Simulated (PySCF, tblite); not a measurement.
**C7H6N3−: geometry, infrared bands and NMR shifts**

Wanted: the infrared bands and NMR shifts of C7H6N3− (`Cc1cccc2[n-]nnc12`), by calculation.

Programs: tblite 0.8.0 and PySCF 2.14.0, with density-fitted response routines of our own. Each step states its level of theory. These are calculated values for one molecule in the gas phase, unless marked as measured. Atoms are numbered from 0 throughout.

## Step 1: The molecule as given

16 atoms, charge -1, multiplicity 1; geometry from: force field or distance geometry start.

Bonds of the start (Å): C0–C1 1.50, C1–C2 1.41, C2–C3 1.41, C3–C4 1.39, C4–C5 1.40, C5–N6 1.35, N6–N7 1.36, N7–N8 1.36, N8–C9 1.35, C9–C1 1.41, C9–C5 1.41, C0–H10 1.09, C0–H11 1.09, C0–H12 1.08, C2–H13 1.08, C3–H14 1.09, C4–H15 1.08.

## Step 2: Optimising the geometry with GFN2-xTB

What the job is given:

```
{"job": {"kind": "relax", "xc": "GFN2-xTB", "basis": "xTB"}, "charge": -1, "multiplicity": 1}
C      2.278100     0.329300    -0.112700
C      0.823600    -0.040900    -0.034700
C      0.416400    -1.389800    -0.050100
C     -0.949300    -1.727900    -0.005100
C     -1.942500    -0.761100     0.088900
C     -1.546500     0.583400     0.093400
N     -2.279300     1.718400     0.153500
N     -1.378100     2.737500     0.137800
N     -0.097700     2.292000     0.061900
C     -0.181400     0.941200     0.044900
H      2.871300    -0.332600     0.514400
H      2.448100     1.352700     0.231200
H      2.610700     0.246900    -1.136600
H      1.156100    -2.176700    -0.122600
H     -1.238500    -2.774500    -0.013800
H     -2.998700    -0.989100     0.138200
```

The run is started by

```bash
$ OMP_NUM_THREADS=1 python probes_run.py task.json out
```

One launch serves the whole session: the jobs run in the order shown.

**Question.** This job is followed by: GFN2-xTB harmonic vibrations, gas phase; GIAO PBE0/pcSseg-1 NMR shielding, non-relativistic, gas phase. What will the session give for the following? strongest single infrared mode (GFN2-xTB); zero-point energy (GFN2-xTB); 13C shifts against TMS (PBE0/pcSseg-1); 1H shifts against TMS (PBE0/pcSseg-1, means over atoms taken as alike); 15N shifts against NH3 (PBE0/pcSseg-1).

**Answer**, as computed:

| quantity | value |
| --- | --- |
| strongest single infrared mode (GFN2-xTB) | 3002 cm⁻¹, 245 km/mol |
| zero-point energy (GFN2-xTB) | 73.4 kcal/mol |
| 13C shifts against TMS (PBE0/pcSseg-1) | 152.5, 152.4, 126.1, 117.1, 117.0, 116.4, 19.2 ppm |
| 1H shifts against TMS (PBE0/pcSseg-1, means over atoms taken as alike) | 7.64, 6.71, 6.59, 2.86 ppm |
| 15N shifts against NH3 (PBE0/pcSseg-1) | 462.3, 362.3, 355.8 ppm |

In words: Over 24 steps the energy fell by 0.156 eV; of the close pairs, N6–N7 changed most, 1.361 to 1.314 Å. The lowest mode is imaginary (20i cm⁻¹), so the xTB geometry is not a minimum. The strongest single mode, at 3002 cm⁻¹, moves mainly H13 and H14. Unscaled tight-binding wavenumbers are off by several per cent, some by more. Its intensities can rank the bands wrongly. At PBE0/pcSseg-1: The widest tensor belongs to N7: span 609 ppm, with a paramagnetic part of -515 ppm. NICS(1)zz of -29 ppm above the planar ring from C1 marks a diatropic (aromatic) ring current. NICS(1)zz of -42 ppm above the planar ring from C5 marks a diatropic (aromatic) ring current.
